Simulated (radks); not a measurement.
**Exchange and kinetic functionals tested on atomic densities: Ta³²⁺, Ni¹⁰⁺, Cr⁺, P, Be²⁺, Tl¹⁶⁺**

Aim: take each self-consistent density and evaluate many functionals on it, against the exact exchange and kinetic energies of the same orbitals. Every spin shell is full or empty, so the densities are truly spherical.

Method: non-relativistic Kohn-Sham, exchange-only PBE, spin-polarised, spherical densities, point nucleus; open shells are filled with parallel spins first. Code: radks (a radial shooting solver on a logarithmic mesh, Libxc functionals) version 1.

## Step 1: The system

* species: Ta³²⁺ ([Kr] 4d5), Ni¹⁰⁺ ([Ar]), Cr⁺ ([Ar] 3d5), P ([Ne] 3s2 3p3), Be²⁺ ([He]), Tl¹⁶⁺ ([Kr] 4d10 4f14 5s2 5p3)

In the logs a row gives level, spin channel, occupation and eigenvalue; Etot, Ekin, Encl (electron-nucleus), Eh (Hartree) and Exc are energies, all in hartree; err is the last residual, it the number of iterations.

## Step 2: Ta³²⁺, [Kr] 4d5

The run's settings:

```text
Z 73
configuration [Kr] 4d5
relativity non-relativistic
functional pbe,
spin polarised
nucleus point
```

Log:

```text
1s      1   1.0000       -2322.66755447
2s      1   1.0000        -418.91579613
2p      1   3.0000        -403.17195490
3s      1   1.0000        -129.58669105
3p      1   3.0000        -122.43823368
3d      1   5.0000        -109.23700724
4s      1   1.0000         -56.41068630
4p      1   3.0000         -53.32625595
4d      1   5.0000         -47.81370134
1s      2   1.0000       -2322.66397935
2s      2   1.0000        -418.70857707
2p      2   3.0000        -403.01421893
3s      2   1.0000        -129.47531992
3p      2   3.0000        -122.32538356
3d      2   5.0000        -109.07484721
4s      2   1.0000         -55.93081655
4p      2   3.0000         -52.84609307
4d      2   0.0000         -47.33017796
Etot -14253.739139735451
Ekin 14253.739138418716
Encl -31933.127128931468
Eh 3673.7496216807376
Exc -248.1007709034355
err 2.4369028936695452e-09
it 14
```

4d up is the highest filled level (-1301.1 eV). Exact exchange of these orbitals: -249.197 hartree.

From the orbitals of this run (lengths in bohr):

```csv
level,occupation,energy (eV),<r>,outermost maximum (interpolated),90 % within,nodes
3d up,5,-2972.5,0.1852,0.153,0.286,0
3d down,5,-2968.1,0.1851,0.153,0.285,0
4s up,1,-1535.0,0.4511,0.440,0.637,3
4s down,1,-1522.0,0.4520,0.440,0.638,3
4p up,3,-1451.1,0.4497,0.437,0.641,2
4p down,3,-1438.0,0.4507,0.437,0.643,2
4d up,5,-1301.1,0.4418,0.423,0.643,1
4d down,0,-1287.9,0.4428,0.423,0.645,1
```

The radial density on a logarithmic grid:

```csv
r (bohr),4πr²ρ (e/bohr)
0.000877,2.369
0.00127,4.671
0.00182,8.857
0.00262,16.43
0.00376,28.61
0.00539,46.39
0.00779,68.54
0.0112,87.34
0.0161,93.69
0.0231,87.33
0.0334,90.00
0.0479,116.3
0.0686,128.1
0.0992,105.2
0.142,111.5
0.205,98.00
0.294,45.36
0.425,43.64
0.609,17.57
0.874,1.103
```

## Step 3: Ni¹⁰⁺, [Ar]

The run's settings:

```text
Z 28
configuration [Ar]
relativity non-relativistic
functional pbe,
spin polarised
nucleus point
```

Log:

```text
1s      1   1.0000        -308.28396828
2s      1   1.0000         -45.37519840
2p      1   3.0000         -40.88590174
3s      1   1.0000         -12.53198691
3p      1   3.0000         -11.10880368
1s      2   1.0000        -308.28396828
2s      2   1.0000         -45.37519840
2p      2   3.0000         -40.88590174
3s      2   1.0000         -12.53198691
3p      2   3.0000         -11.10880368
Etot -1469.7539610117715
Ekin 1469.7539609559474
Encl -3327.2367082146047
Eh 441.22664293438993
Exc -53.497856687504054
err 3.437607558010986e-09
it 13
```

Highest occupied level: 3p at -302.29 eV. Exact exchange of these orbitals: -53.7690 hartree.

## Step 4: Cr⁺, [Ar] 3d5

The run's settings:

```text
Z 24
configuration [Ar] 3d5
relativity non-relativistic
functional pbe,
spin polarised
nucleus point
```

Log:

```text
1s      1   1.0000        -214.61790268
2s      1   1.0000         -24.38064581
2p      1   3.0000         -20.74533391
3s      1   1.0000          -2.93531564
3p      1   3.0000          -1.93085713
3d      1   5.0000          -0.38317053
1s      2   1.0000        -214.61903203
2s      2   1.0000         -24.31612006
2p      2   3.0000         -20.69701212
3s      2   1.0000          -2.75149193
3p      2   3.0000          -1.74872694
3d      2   0.0000          -0.21947832
Etot -1042.9880677042897
Ekin 1042.9880677234928
Encl -2474.7384641217495
Eh 436.1333910764405
Exc -47.37106238247347
err 4.102337174265557e-09
it 16
```

The top filled level is 3d up, -10.427 eV. Exact exchange of these orbitals: -47.4924 hartree.

## Step 5: P, [Ne] 3s2 3p3

The run's settings:

```text
Z 15
configuration [Ne] 3s2 3p3
relativity non-relativistic
functional pbe,
spin polarised
nucleus point
```

Log:

```text
1s      1   1.0000         -76.33335194
2s      1   1.0000          -6.30492695
2p      1   3.0000          -4.52725454
3s      1   1.0000          -0.51860799
3p      1   3.0000          -0.21016798
1s      2   1.0000         -76.32226328
2s      2   1.0000          -6.29237897
2p      2   3.0000          -4.51040972
3s      2   1.0000          -0.39333791
3p      2   0.0000          -0.09630514
Etot -340.5916950101238
Ekin 340.59169500756025
Encl -811.9204086584325
Eh 153.20329588478057
Exc -22.466277244032113
err 2.856430070050892e-09
it 13
```

Highest occupied level: 3p up at -5.719 eV. Exact exchange of these orbitals: -22.5812 hartree.

## Step 6: Be²⁺, [He]

The run's settings:

```text
Z 4
configuration [He]
relativity non-relativistic
functional pbe,
spin polarised
nucleus point
```

Log:

```text
1s      1   1.0000          -4.82819386
1s      2   1.0000          -4.82819386
Etot -13.574047904792893
Ekin 13.574047904309001
Encl -29.44607889241327
Eh 4.52546052385993
Exc -2.2274774405485567
err 5.070756096952307e-10
it 12
```

The top filled level is 1s, -131.38 eV. Exact exchange of these orbitals: -2.26273 hartree.

## Step 7: Tl¹⁶⁺, [Kr] 4d10 4f14 5s2 5p3

The run's settings:

```text
Z 81
configuration [Kr] 4d10 4f14 5s2 5p3
relativity non-relativistic
functional pbe,
spin polarised
nucleus point
```

Log:

```text
1s      1   1.0000       -2842.14122199
2s      1   1.0000        -487.68608053
2p      1   3.0000        -469.88599723
3s      1   1.0000        -124.80807909
3p      1   3.0000        -116.36309881
3d      1   5.0000        -100.61381840
4s      1   1.0000         -36.52041640
4p      1   3.0000         -32.82584097
4d      1   5.0000         -26.01239392
4f      1   7.0000         -16.78781002
5s      1   1.0000         -14.81358897
5p      1   3.0000         -13.42466325
1s      2   1.0000       -2842.12117185
2s      2   1.0000        -487.67610358
2p      2   3.0000        -469.86880370
3s      2   1.0000        -124.79621467
3p      2   3.0000        -116.34811451
3d      2   5.0000        -100.59896752
4s      2   1.0000         -36.49212958
4p      2   3.0000         -32.79493937
4d      2   5.0000         -25.97761046
4f      2   7.0000         -16.74491895
5s      2   1.0000         -14.59493735
5p      2   0.0000         -13.20552396
Etot -18874.87185581296
Ekin 18874.87185380782
Encl -44124.09870950737
Eh 6713.603220961508
Exc -339.24822107491445
err 3.1172165643312857e-09
it 15
```

The top filled level is 5p up, -365.30 eV. Exact exchange of these orbitals: -340.381 hartree.

## Step 8: Results

```csv
error in magnitude (%),Ta³²⁺,Ni¹⁰⁺,Cr⁺,P,Be²⁺,Tl¹⁶⁺
"exchange, LDA",-4.66,-6.97,-6.52,-8.07,-13.99,-3.88
"exchange, B88",+0.02,+0.05,+0.26,+0.02,-0.38,+0.08
"exchange, SOGGA",-2.19,-3.13,-2.82,-3.55,-6.15,-1.82
"exchange, B86b",-0.04,+0.07,+0.30,+0.12,-0.60,+0.01
"exchange, G96",+0.40,+0.25,+0.43,+0.08,+0.00,+0.48
"exchange, APBE",+0.25,+0.51,+0.74,+0.65,+0.02,+0.26
"exchange, revTPSS",-0.95,-0.62,-0.44,-0.41,+0.22,-0.90
"exchange, SCAN",+0.09,+0.30,+0.42,+0.30,+0.27,+0.05
"exchange, Tao-Mo",-0.84,-0.35,-0.20,-0.07,+0.37,-0.83
"kinetic, Thomas-Fermi",-5.01,-6.76,-6.71,-7.38,-9.49,-4.64
"kinetic, von Weizsacker",-61.66,-47.38,-46.57,-38.08,+0.00,-64.51
"kinetic, APBEK",+0.00,-0.08,+0.08,+0.32,+1.10,+0.03
"kinetic, revAPBEK",+0.16,+0.19,+0.36,+0.69,+1.98,+0.17
"kinetic, Perdew 92",-0.74,-0.91,-0.76,-0.49,+1.65,-0.69
"kinetic, Thakkar",-0.76,-0.55,-0.39,-0.00,+1.46,-0.79
"kinetic, Pearson",-0.96,-1.50,-1.37,-1.60,-3.31,-0.86
"kinetic, LKT",+17.43,+25.28,+25.85,+31.37,+61.06,+15.96
"kinetic, PG1",+13.65,+20.16,+20.64,+25.46,+53.57,+12.45
```

**Reading.** Negative means that the magnitude is too small. For exchange the mean absolute error is least for B88 (0.13 %) and largest for LDA (7.35 %). Among the orbital-free kinetic functionals APBEK (0.27 %) does best and von Weizsacker (43.04 %) worst. The functionals are evaluated on one density each, not self-consistently.
